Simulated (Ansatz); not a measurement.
# TiO2 (Rutile): a point defect seen from the nuclei (La on a Ti site)

How do the nuclei near a point defect see it? The defect is La on a Ti site in TiO2 (Rutile) (cell charge -1), first unrelaxed. The cell is a supercell built from an entry of the Crystallography Open Database (COD). Planned: a single point, then a relaxation, then a check of ecutwfc.

Computed with Ansatz 0.2.0 (DFT, PBE, plane-wave PAW, default files, scalar-relativistic, as far as a step names no other, unless a step's input says otherwise).

## (1) The structure to begin with

Symmetry: Pmmm, No. 47, orthorhombic system. The conventional cell has a = 6.494 Å, b = 6.494 Å, c = 8.872 Å, α = 90.00°, β = 90.00°, γ = 90.00°. La (site symmetry mmm) has 6 O at 1.95 to 1.98 Å as nearest neighbours. Around Ti (site symmetry mm2) lie 6 O at 1.95 to 1.98 Å. Ti (site symmetry mmm) is surrounded by 6 O at 1.95 to 1.98 Å. Only part of the 16 independent sites is listed.

Coordinates:

```xyz
36
Lattice="4.5922 4.5922 0.0000 -4.5922 4.5922 0.0000 0.0000 0.0000 8.8722" Properties=species:S:1:pos:R:3 pbc="T T T"
La    0.0000    0.0000    0.0000
Ti    0.0000    0.0000    2.9574
Ti    0.0000    0.0000    5.9148
Ti    0.0000    4.5922    0.0000
Ti    0.0000    4.5922    2.9574
Ti    0.0000    4.5922    5.9148
Ti    2.2961    2.2961    1.4787
Ti    2.2961    2.2961    4.4361
Ti    2.2961    2.2961    7.3935
Ti   -2.2961    2.2961    1.4787
Ti   -2.2961    2.2961    4.4361
Ti   -2.2961    2.2961    7.3935
O     1.4004    1.4004    0.0000
O     1.4004    1.4004    2.9574
O     1.4004    1.4004    5.9148
O     1.4004    5.9926    0.0000
O     1.4004    5.9926    2.9574
O     1.4004    5.9926    5.9148
O     0.8957    3.6965    1.4787
O     0.8957    3.6965    4.4361
O     0.8957    3.6965    7.3935
O    -3.6965    3.6965    1.4787
O    -3.6965    3.6965    4.4361
O    -3.6965    3.6965    7.3935
O     3.1918    3.1918    0.0000
O     3.1918    3.1918    2.9574
O     3.1918    3.1918    5.9148
O    -1.4004    3.1918    0.0000
O    -1.4004    3.1918    2.9574
O    -1.4004    3.1918    5.9148
O    -0.8957    5.4879    1.4787
O    -0.8957    5.4879    4.4361
O    -0.8957    5.4879    7.3935
O    -0.8957    0.8957    1.4787
O    -0.8957    0.8957    4.4361
O    -0.8957    0.8957    7.3935
```

Atom 1 of the input is the impurity.

## (2) Gradients at the starting positions

input.yaml reads:

```yaml
crystal:
  lattice:
    - [4.5922, 4.5922, 0.0]
    - [-4.5922, 4.5922, 0.0]
    - [0.0, 0.0, 8.8722]
  atoms:
    - { symbol: La, position: [0.0, 0.0, 0.0] }
    - { symbol: Ti, position: [0.0, 0.0, 0.3333333333] }
    - { symbol: Ti, position: [0.0, 0.0, 0.6666666667] }
    - { symbol: Ti, position: [0.5, 0.5, 0.0] }
    - { symbol: Ti, position: [0.5, 0.5, 0.3333333333] }
    - { symbol: Ti, position: [0.5, 0.5, 0.6666666667] }
    - { symbol: Ti, position: [0.5, 0.0, 0.1666666667] }
    - { symbol: Ti, position: [0.5, 0.0, 0.5] }
    - { symbol: Ti, position: [0.5, 0.0, 0.8333333333] }
    - { symbol: Ti, position: [0.0, 0.5, 0.1666666667] }
    - { symbol: Ti, position: [0.0, 0.5, 0.5] }
    - { symbol: Ti, position: [0.0, 0.5, 0.8333333333] }
    - { symbol: O, position: [0.30496, 0.0, 0.0] }
    - { symbol: O, position: [0.30496, 0.0, 0.3333333333] }
    - { symbol: O, position: [0.30496, 0.0, 0.6666666667] }
    - { symbol: O, position: [0.80496, 0.5, 0.0] }
    - { symbol: O, position: [0.80496, 0.5, 0.3333333333] }
    - { symbol: O, position: [0.80496, 0.5, 0.6666666667] }
    - { symbol: O, position: [0.5, 0.30496, 0.1666666667] }
    - { symbol: O, position: [0.5, 0.30496, 0.5] }
    - { symbol: O, position: [0.5, 0.30496, 0.8333333333] }
    - { symbol: O, position: [0.0, 0.80496, 0.1666666667] }
    - { symbol: O, position: [0.0, 0.80496, 0.5] }
    - { symbol: O, position: [0.0, 0.80496, 0.8333333333] }
    - { symbol: O, position: [0.69504, 0.0, 0.0] }
    - { symbol: O, position: [0.69504, 0.0, 0.3333333333] }
    - { symbol: O, position: [0.69504, 0.0, 0.6666666667] }
    - { symbol: O, position: [0.19504, 0.5, 0.0] }
    - { symbol: O, position: [0.19504, 0.5, 0.3333333333] }
    - { symbol: O, position: [0.19504, 0.5, 0.6666666667] }
    - { symbol: O, position: [0.5, 0.69504, 0.1666666667] }
    - { symbol: O, position: [0.5, 0.69504, 0.5] }
    - { symbol: O, position: [0.5, 0.69504, 0.8333333333] }
    - { symbol: O, position: [0.0, 0.19504, 0.1666666667] }
    - { symbol: O, position: [0.0, 0.19504, 0.5] }
    - { symbol: O, position: [0.0, 0.19504, 0.8333333333] }
total_charge: -1
kpoints:
  mp_grid: { grid: [3, 3, 2] }
scf:
  occupations: { method: fermi_dirac, width: 0.01 }
hamiltonian:
  xc: pbe
  pseudopotentials: { kind: paw }
output:
  forces: true
  stress: true
  populations: true
  efg:
    quadrupole_moments_barn: { La: 0.206, Ti: 0.247, O: -0.02558 }
    contact_densities: true
```

Command:

```console
$ ansatz run input.yaml --threads 1 --pin off --max-ram 3072MiB --backend cpu --events-out ev --progress --plain --runs-dir out
```

Log:

```text
Warning: RAYON_NUM_THREADS=1 ignored (pool sized by the plan → 1); use --threads N
La: projections on atomic orbitals take those of the free atom [Kr 4d10] 4f0 5s2 5p6 5d1 6s2, of charge +0.00 (hamiltonian.pseudopotentials.projection_atoms); the dataset's partial waves leave at most 1.9e-5 of an orbital's norm unspanned inside its sphere
La: output.efg is read without spin–orbit coupling, which moves field gradients at and beside such atoms by some per cent and up to a factor of two; PAW files take it under magnetization.noncollinear and magnetization.spin_orbit
Engine: ansatz 0.2.0, aarch64-unknown-linux-gnu
Pseudopotentials: kind: paw
Pseudopotential: La, paw, valence charge 11, recommended cutoff 420 eV (normal), La.paw.azcp
Pseudopotential: Ti, paw, valence charge 12, recommended cutoff 420 eV (normal), Ti.paw.azcp
Pseudopotential: O, paw, valence charge 6, recommended cutoff 420 eV (normal), O.paw.azcp
Functional definition: PBE
  parameter kappa = 0.804
  parameter beta = 0.06672455060314922
  exchange = pbe_x(kappa = kappa, mu = beta*pi^2/3)
  correlation = pbe_c(beta = beta)
Crystal: 36 atoms, lattice volume = 374.199 Å³
Basis set: ecut = 420 eV, 7337 PW (Γ), exchange–correlation on 90×90×120 points (8 copies of the dense FFT grid, shifted against one another)
Bands: 180, of which v1, the nominal top of the filled ones, is band 144 counted from 1 (143 counted from 0)
Symmetry: 8 space group operations
Space group: Pmmm (ITA 47), of the structure as read, at distance tolerance 7.2e-5 Å
k-points: 8 of 18
Non-local potential: La, projectors of the file, l = 0: 3, l = 1: 2, l = 2: 2, l = 3: 3
Non-local potential: Ti, projectors of the file, l = 0: 3, l = 1: 2, l = 2: 3, l = 3: 1
Non-local potential: O, projectors of the file, l = 0: 2, l = 1: 2, l = 2: 1
PAW form: soft (Blöchl's): semilocal exchange-correlation on the pseudo side does not see the compensation charge
PAW one-centre angular grid: La, 590 points (default); XC on 64 Gauss nodes
PAW one-centre angular grid: Ti, 590 points (default); XC on 64 Gauss nodes
PAW one-centre angular grid: O, 110 points (default); XC on 64 Gauss nodes
Initial density: superposition of atomic densities (neutral atoms scaled as one to the charged cell's electrons: chi_scale 0, normalization atom), corrected by the library's trained network
Initial wavefunctions: pseudopotential atomic-orbital guess
Functional: x = pbe(κ = 0.804, μ = 0.2195149727645171), c = pbe(β = 0.06672455060314922)
SCF iter   1: F=—  HF=-47393.369445 eV  |F-HF|=—  |Δ(HF+E_count)|=         —  Δρ=1.34e-2  dr2=1.17e0  ethr=1.77e-3  ⟨swp⟩=4.9  Hψ=5136  notcnv=0  defer=96
preconditioner: auto → Resta (q_TF=auto, 2.612 Å⁻¹)  ε∞=8.5  [insulator: Δε(μ)=0.796 eV  Ē_g=9.872 eV  σ=0.010 eV  W_gap=1.00  n_scr=122 (ndim 8)  ℏωp=27.0 eV  f_vac=0.016  D(μ)=0.00/eV (n_scr^D=0)  ε∞_Penn≈8.5]
SCF iter   2: F=—  HF=-47393.190382 eV  |F-HF|=—  |Δ(HF+E_count)|=   1.79e-1  Δρ=6.28e-3  dr2=1.20e-1  ethr=4.07e-4  ⟨swp⟩=2.0  Hψ=1733  notcnv=0  defer=227
SCF iter   3: F=—  HF=-47393.175953 eV  |F-HF|=—  |Δ(HF+E_count)|=   1.44e-2  Δρ=3.14e-3  dr2=4.95e-2  ethr=4.15e-5  ⟨swp⟩=2.9  Hψ=2080  notcnv=0  defer=227
SCF iter   4: F=—  HF=-47393.170992 eV  |F-HF|=—  |Δ(HF+E_count)|=   4.96e-3  Δρ=1.37e-3  dr2=7.05e-3  ethr=1.72e-5  ⟨swp⟩=2.4  Hψ=1843  notcnv=0  defer=227
SCF iter   5: F=—  HF=-47393.170437 eV  |F-HF|=—  |Δ(HF+E_count)|=   5.56e-4  Δρ=6.25e-4  dr2=1.35e-3  ethr=2.45e-6  ⟨swp⟩=2.8  Hψ=2281  notcnv=0  defer=227
SCF iter   6: F=—  HF=-47393.170289 eV  |F-HF|=—  |Δ(HF+E_count)|=   1.48e-4  Δρ=2.25e-4  dr2=1.99e-4  ethr=4.70e-7  ⟨swp⟩=2.0  Hψ=2321  notcnv=0  defer=227
SCF iter   7: F=—  HF=-47393.170306 eV  |F-HF|=—  |Δ(HF+E_count)|=   1.69e-5  Δρ=1.12e-4  dr2=5.12e-5  ethr=6.91e-8  ⟨swp⟩=2.0  Hψ=1986  notcnv=0  defer=227
SCF iter   8: F=—  HF=-47393.170170 eV  |F-HF|=—  |Δ(HF+E_count)|=   1.36e-4  Δρ=4.72e-5  dr2=6.99e-6  ethr=1.78e-8  ⟨swp⟩=2.1  Hψ=2570  notcnv=0  defer=227
SCF iter   9: F=—  HF=-47393.170171 eV  |F-HF|=—  |Δ(HF+E_count)|=   9.79e-7  Δρ=2.40e-5  dr2=2.15e-6  ethr=2.43e-9  ⟨swp⟩=2.0  Hψ=1960  notcnv=0  defer=227
SCF iter  10: F=—  HF=-47393.170171 eV  |F-HF|=—  |Δ(HF+E_count)|=   3.06e-7  Δρ=1.15e-5  dr2=5.45e-7  ethr=7.47e-10  ⟨swp⟩=2.0  Hψ=2002  notcnv=0  defer=227
SCF iter  11: F=-47393.170171 eV  HF=-47393.170171 eV  |F-HF|=2.15e-8  |Δ(HF+E_count)|=   8.84e-8  Δρ=4.34e-6  dr2=7.47e-8  ethr=3.47e-11  ⟨swp⟩=9.5  Hψ=7304  notcnv=0
SCF 1 converged in 11 iterations: F = -47393.170171 eV  dr2 = 7.47e-8
SCF converged after 11 iterations
Free energy (F): -47393.170171 eV
Harris-Foulkes:  -47393.170171 eV  (|F-HF|=2.15e-8)
Internal energy: -47393.170171 eV  (E = F + TS)
E sigma→0 (E₀):  -47393.170171 eV
Fermi energy:    11.290844 eV
--- Per-component energies (eV) ---
  E_band       = -1999.986870
  E_kinetic    = 7479.249093
  E_local      = -17830.771851  (includes V_loc(G=0)·N_el)
  E_nonlocal   = 1288.177946
  E_hartree    = 6815.090994
  E_xc         = -3021.960810
  E_vxc        = -3801.397376  (∫ρ·V_xc dr)
  E_paw        = -20715.872262  (= ΣΔE_a)
  E_vpaw       = -2765.485428  (= ΣTr[D̂ρ^β])
  E_aug_tail   = 0.060563  (compensation charges beyond the density's cutoff)
  E_ewald      = -21407.143844
  E_smearing   = -0.000000  (= −TS)
  E_closure    = 0.000000  (closes the sum)
  E_deformation_potential = -19.718064  (in the stress; not in F)
  Σ components = -47393.170171   (vs F -47393.170171, Δ=0.00e0)
--- Forces (eV/Å), atoms counted from 1 ---
  atom   1  La    -0.00000000    -0.00000000     0.00000000
  atom   2  Ti     0.00000000     0.00000000     0.76717548
  atom   3  Ti     0.00000000     0.00000000    -0.76717548
  atom   4  Ti    -0.00000000     0.00000000     0.00000000
  atom   5  Ti     0.00000000     0.00000000    -0.04626114
  atom   6  Ti     0.00000000     0.00000000     0.04626114
  atom   7  Ti     0.00000000     0.00000000    -1.35690505
  atom   8  Ti     0.00000000     0.00000000     0.00000000
  atom   9  Ti     0.00000000     0.00000000     1.35690505
  atom  10  Ti     0.00000000     0.00000000     0.14118217
  atom  11  Ti    -0.00000000     0.00000000     0.00000000
  atom  12  Ti     0.00000000     0.00000000    -0.14118217
  atom  13  O      5.45889526     5.45889526     0.00000000
  atom  14  O     -0.06756247    -0.06756247     0.30440345
  atom  15  O     -0.06756247    -0.06756247    -0.30440345
  atom  16  O     -0.31703811    -0.31703811     0.00000000
  atom  17  O     -0.34545055    -0.34545055     0.17544888
  atom  18  O     -0.34545055    -0.34545055    -0.17544888
  atom  19  O     -0.04366753     0.04366753     0.00836895
  atom  20  O      0.05792747    -0.05792747     0.00000000
  atom  21  O     -0.04366753     0.04366753    -0.00836895
  atom  22  O      3.45599835    -3.45599835     7.10137946
  atom  23  O      0.38557699    -0.38557699     0.00000000
  atom  24  O      3.45599835    -3.45599835    -7.10137946
  atom  25  O     -5.45889526    -5.45889526     0.00000000
  atom  26  O      0.06756247     0.06756247     0.30440345
  atom  27  O      0.06756247     0.06756247    -0.30440345
  atom  28  O      0.31703811     0.31703811     0.00000000
  atom  29  O      0.34545055     0.34545055     0.17544888
  atom  30  O      0.34545055     0.34545055    -0.17544888
  atom  31  O      0.04366753    -0.04366753     0.00836895
  atom  32  O     -0.05792747     0.05792747     0.00000000
  atom  33  O      0.04366753    -0.04366753    -0.00836895
  atom  34  O     -3.45599835     3.45599835     7.10137946
  atom  35  O     -0.38557699     0.38557699     0.00000000
  atom  36  O     -3.45599835     3.45599835    -7.10137946
  max |Σ_I F_I| component: 1.78e-15 eV/Å
--- Stress (GPa, compression-positive) ---
       16.754720       2.859530       0.000000
        2.859530      16.754720       0.000000
        0.000000       0.000000      24.867264
  P = ⅓ Tr σ = 19.4589 GPa (194.589 kbar)
--- PAW observables at the nuclei: V_zz in 10²¹ V/m², potentials from the cell's mean, atoms counted from 1 ---
  atom   1  La V_zz =    -4.418903   η = 0.8278   by run symmetry: allowed   C_q = -22.0108 MHz
            electrostatic potential = -9881.740494 V   contact ρ = 2247136.684190 e/Å³
  atom   2  Ti V_zz =    -3.483489   η = 0.9164   by run symmetry: allowed   C_q = -20.8049 MHz
            electrostatic potential = -2528.317617 V   contact ρ = 56791.067572 e/Å³
  atom   3  Ti V_zz =    -3.483489   η = 0.9164   by run symmetry: allowed   C_q = -20.8049 MHz
            electrostatic potential = -2528.317617 V   contact ρ = 56791.067572 e/Å³
  atom   4  Ti V_zz =    -2.010433   η = 0.2641   by run symmetry: allowed   C_q = -12.0072 MHz
            electrostatic potential = -2527.817296 V   contact ρ = 56791.821958 e/Å³
  atom   5  Ti V_zz =    -2.022500   η = 0.1808   by run symmetry: allowed   C_q = -12.0792 MHz
            electrostatic potential = -2527.795978 V   contact ρ = 56791.907165 e/Å³
  atom   6  Ti V_zz =    -2.022500   η = 0.1808   by run symmetry: allowed   C_q = -12.0792 MHz
            electrostatic potential = -2527.795978 V   contact ρ = 56791.907165 e/Å³
  atom   7  Ti V_zz =    -3.335300   η = 0.7008   by run symmetry: allowed   C_q = -19.9199 MHz
            electrostatic potential = -2528.168630 V   contact ρ = 56790.931471 e/Å³
  atom   8  Ti V_zz =    -2.698462   η = 0.3791   by run symmetry: allowed   C_q = -16.1164 MHz
            electrostatic potential = -2527.841875 V   contact ρ = 56792.049753 e/Å³
  atom   9  Ti V_zz =    -3.335300   η = 0.7008   by run symmetry: allowed   C_q = -19.9199 MHz
            electrostatic potential = -2528.168630 V   contact ρ = 56790.931471 e/Å³
  atom  10  Ti V_zz =    -2.677891   η = 0.4173   by run symmetry: allowed   C_q = -15.9935 MHz
            electrostatic potential = -2528.131603 V   contact ρ = 56791.161676 e/Å³
  atom  11  Ti V_zz =    -2.009732   η = 0.2867   by run symmetry: allowed   C_q = -12.0030 MHz
            electrostatic potential = -2527.921464 V   contact ρ = 56791.947728 e/Å³
  atom  12  Ti V_zz =    -2.677891   η = 0.4173   by run symmetry: allowed   C_q = -15.9935 MHz
            electrostatic potential = -2528.131603 V   contact ρ = 56791.161676 e/Å³
  atom  13  O  V_zz =    -1.834045   η = 0.1167   by run symmetry: allowed   C_q = +1.1344 MHz
            electrostatic potential = -626.163271 V   contact ρ = 2159.420759 e/Å³
  atom  14  O  V_zz =    -1.965891   η = 0.9892   by run symmetry: allowed   C_q = +1.2159 MHz
            electrostatic potential = -625.585747 V   contact ρ = 2157.336402 e/Å³
  atom  15  O  V_zz =    -1.965891   η = 0.9892   by run symmetry: allowed   C_q = +1.2159 MHz
            electrostatic potential = -625.585747 V   contact ρ = 2157.336402 e/Å³
  atom  16  O  V_zz =    +2.480504   η = 0.9180   by run symmetry: allowed   C_q = -1.5342 MHz
            electrostatic potential = -625.483612 V   contact ρ = 2157.256211 e/Å³
  atom  17  O  V_zz =    -2.730106   η = 0.8610   by run symmetry: allowed   C_q = +1.6886 MHz
            electrostatic potential = -625.535814 V   contact ρ = 2157.332593 e/Å³
  atom  18  O  V_zz =    -2.730106   η = 0.8610   by run symmetry: allowed   C_q = +1.6886 MHz
            electrostatic potential = -625.535814 V   contact ρ = 2157.332593 e/Å³
  atom  19  O  V_zz =    -2.339915   η = 0.9614   by run symmetry: allowed   C_q = +1.4473 MHz
            electrostatic potential = -625.446054 V   contact ρ = 2157.349260 e/Å³
  atom  20  O  V_zz =    -2.468587   η = 0.9816   by run symmetry: allowed   C_q = +1.5269 MHz
            electrostatic potential = -625.417424 V   contact ρ = 2157.359557 e/Å³
  atom  21  O  V_zz =    -2.339915   η = 0.9614   by run symmetry: allowed   C_q = +1.4473 MHz
            electrostatic potential = -625.446054 V   contact ρ = 2157.349260 e/Å³
  atom  22  O  V_zz =    +3.007095   η = 0.6679   by run symmetry: allowed   C_q = -1.8600 MHz
            electrostatic potential = -626.162985 V   contact ρ = 2159.484658 e/Å³
  atom  23  O  V_zz =    +1.989832   η = 0.8229   by run symmetry: allowed   C_q = -1.2308 MHz
            electrostatic potential = -625.688131 V   contact ρ = 2157.289649 e/Å³
  atom  24  O  V_zz =    +3.007095   η = 0.6679   by run symmetry: allowed   C_q = -1.8600 MHz
            electrostatic potential = -626.162985 V   contact ρ = 2159.484658 e/Å³
  atom  25  O  V_zz =    -1.834045   η = 0.1167   by run symmetry: allowed   C_q = +1.1344 MHz
            electrostatic potential = -626.163271 V   contact ρ = 2159.420759 e/Å³
  atom  26  O  V_zz =    -1.965891   η = 0.9892   by run symmetry: allowed   C_q = +1.2159 MHz
            electrostatic potential = -625.585747 V   contact ρ = 2157.336402 e/Å³
  atom  27  O  V_zz =    -1.965891   η = 0.9892   by run symmetry: allowed   C_q = +1.2159 MHz
            electrostatic potential = -625.585747 V   contact ρ = 2157.336402 e/Å³
  atom  28  O  V_zz =    +2.480504   η = 0.9180   by run symmetry: allowed   C_q = -1.5342 MHz
            electrostatic potential = -625.483612 V   contact ρ = 2157.256211 e/Å³
  atom  29  O  V_zz =    -2.730106   η = 0.8610   by run symmetry: allowed   C_q = +1.6886 MHz
            electrostatic potential = -625.535814 V   contact ρ = 2157.332593 e/Å³
  atom  30  O  V_zz =    -2.730106   η = 0.8610   by run symmetry: allowed   C_q = +1.6886 MHz
            electrostatic potential = -625.535814 V   contact ρ = 2157.332593 e/Å³
  atom  31  O  V_zz =    -2.339915   η = 0.9614   by run symmetry: allowed   C_q = +1.4473 MHz
            electrostatic potential = -625.446054 V   contact ρ = 2157.349260 e/Å³
  atom  32  O  V_zz =    -2.468587   η = 0.9816   by run symmetry: allowed   C_q = +1.5269 MHz
            electrostatic potential = -625.417424 V   contact ρ = 2157.359557 e/Å³
  atom  33  O  V_zz =    -2.339915   η = 0.9614   by run symmetry: allowed   C_q = +1.4473 MHz
            electrostatic potential = -625.446054 V   contact ρ = 2157.349260 e/Å³
  atom  34  O  V_zz =    +3.007095   η = 0.6679   by run symmetry: allowed   C_q = -1.8600 MHz
            electrostatic potential = -626.162985 V   contact ρ = 2159.484658 e/Å³
  atom  35  O  V_zz =    +1.989832   η = 0.8229   by run symmetry: allowed   C_q = -1.2308 MHz
            electrostatic potential = -625.688131 V   contact ρ = 2157.289649 e/Å³
  atom  36  O  V_zz =    +3.007095   η = 0.6679   by run symmetry: allowed   C_q = -1.8600 MHz
            electrostatic potential = -626.162985 V   contact ρ = 2159.484658 e/Å³
--- Band table (eV; the first three rows and the last of 8) ---
[... 4 lines left out ...]
--- Löwdin populations: 36 sites ---
  site symbol       q [e]
     0     La     10.9841
     1     Ti     10.6659
     2     Ti     10.6659
     3     Ti     10.6608
     4     Ti     10.6605
     5     Ti     10.6605
     6     Ti     10.6794
     7     Ti     10.6590
     8     Ti     10.6794
     9     Ti     10.6815
    10     Ti     10.6555
    11     Ti     10.6815
    12      O      6.4722
    13      O      6.6660
    14      O      6.6660
    15      O      6.6624
    16      O      6.6609
    17      O      6.6609
    18      O      6.6597
    19      O      6.6593
    20      O      6.6597
    21      O      6.4660
    22      O      6.6645
    23      O      6.4660
    24      O      6.4722
    25      O      6.6660
    26      O      6.6660
    27      O      6.6624
    28      O      6.6609
    29      O      6.6609
    30      O      6.6597
    31      O      6.6593
    32      O      6.6597
    33      O      6.4660
    34      O      6.6645
    35      O      6.4660
  spilling = 0.003259 (of n_electrons = 288.000000)
```

It took 69 s on 1 thread of Arm Neoverse V2, shared host; peak memory 1 GiB.

State: gap on the mesh 0.32 eV, largest force 8.621 eV/Å, pressure 19.5 GPa.

Like atoms gathered into sites: 11 of 16, those nearest the defect, the farthest of each element and the two largest gradients.

| site | atoms | distance from the defect (Å) | V_zz (10²¹ V/m²) | η | C_Q (MHz) |
| --- | --- | --- | --- | --- | --- |
| La | 1 | 0.00 | -4.42 | 0.83 | -22.0 (¹³⁹La) |
| O22 | 22, 24, 34, 36 | 1.95 | 3.01 | 0.67 | -1.86 (¹⁷O) |
| O13 | 13, 25 | 1.98 | -1.83 | 0.12 | 1.13 (¹⁷O) |
| Ti2 | 2, 3 | 2.96 | -3.48 | 0.92 | -20.8 (⁴⁹Ti) |
| O16 | 16, 28 | 3.49 | 2.48 | 0.92 | -1.53 (¹⁷O) |
| O14 | 14, 15, 26, 27 | 3.56 | -1.97 | 0.99 | 1.22 (¹⁷O) |
| Ti7 | 7, 9 | 3.57 | -3.34 | 0.70 | -19.9 (⁴⁹Ti) |
| Ti10 | 10, 12 | 3.57 | -2.68 | 0.42 | -16.0 (⁴⁹Ti) |
| O19 | 19, 21, 31, 33 | 4.08 | -2.34 | 0.96 | 1.45 (¹⁷O) |
| Ti8 | 8 | 5.50 | -2.70 | 0.38 | -16.1 (⁴⁹Ti) |
| O20 | 20, 32 | 5.84 | -2.47 | 0.98 | 1.53 (¹⁷O) |

V_zz is the principal component of the electric field gradient with the largest magnitude, η = (V_xx − V_yy)/V_zz and C_Q = eQV_zz/h. Q values from Pyykkö, Mol. Phys. 116, 1328 (2018).

Direction of the V_zz axis (Cartesian unit vector):

| site | atom | x | y | z |
| --- | --- | --- | --- | --- |
| La | 1 | 0.71 | 0.71 | 0.00 |
| Ti4 | 4 | 0.00 | 0.00 | 1.00 |
| Ti5 | 5 | 0.00 | 0.00 | 1.00 |
| Ti7 | 7 | 0.00 | 0.00 | 1.00 |
| Ti8 | 8 | 0.00 | 0.00 | 1.00 |
| Ti10 | 10 | 0.00 | 0.00 | 1.00 |
| Ti11 | 11 | 0.00 | 0.00 | 1.00 |
| O13 | 13 | 0.71 | -0.71 | 0.00 |

[end of part 1 of 3]
